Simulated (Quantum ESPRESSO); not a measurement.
NiPdO2 in Quantum ESPRESSO: the effect of functional

Crystal: NiPdO2.

```
Pd Ni O
1.0
     1.63597    0.94453    6.17674
    -1.63597    0.94453    6.17674
     0.00000   -1.88906    6.17674
Pd Ni O
1 1 2
Direct
  0.00000 0.00000 0.00000
  0.50000 0.50000 0.50000
  0.10660 0.10660 0.10660
  0.89340 0.89340 0.89340
```

The cell was built by a generator and needn't be a form met in nature.

Alike in all runs:

| Quantity | Value |
| --- | --- |
| Program | Quantum ESPRESSO 7.5 |
| Task | single point |
| Potentials or basis | Ansatz NC SR PBE |
| Cutoff | 1401 eV |
| Density cutoff | 5606 eV |
| k mesh | 5 × 5 × 5 |
| Occupations | gaussian, width 0.05 eV |
| Spin | collinear spin, ferromagnetic start |
| Starting moments | [2.0, 2.0, 0.0, 0.0] μB |
| Hubbard terms | Pd d U = 3 eV, Ni d U = 3 eV |

```tsv
functional	pressure (GPa)	largest force (eV/Å)
PBE	-20.4	1.85
revPBE	?	?
RPBE	-16.6	1.87
PW91	-20.9	1.88
```

Question: What does the run with functional revPBE give?

Answer: Pressure -17.7 GPa; largest force 1.86 eV/Å.

Caveats: all runs use coarse meshes; the potentials were made for another functional, which shifts forces and pressure (some runs); forces of over 1 eV/Å show positions far from the minimum, so gaps and moduli don't describe the material at rest (some runs).
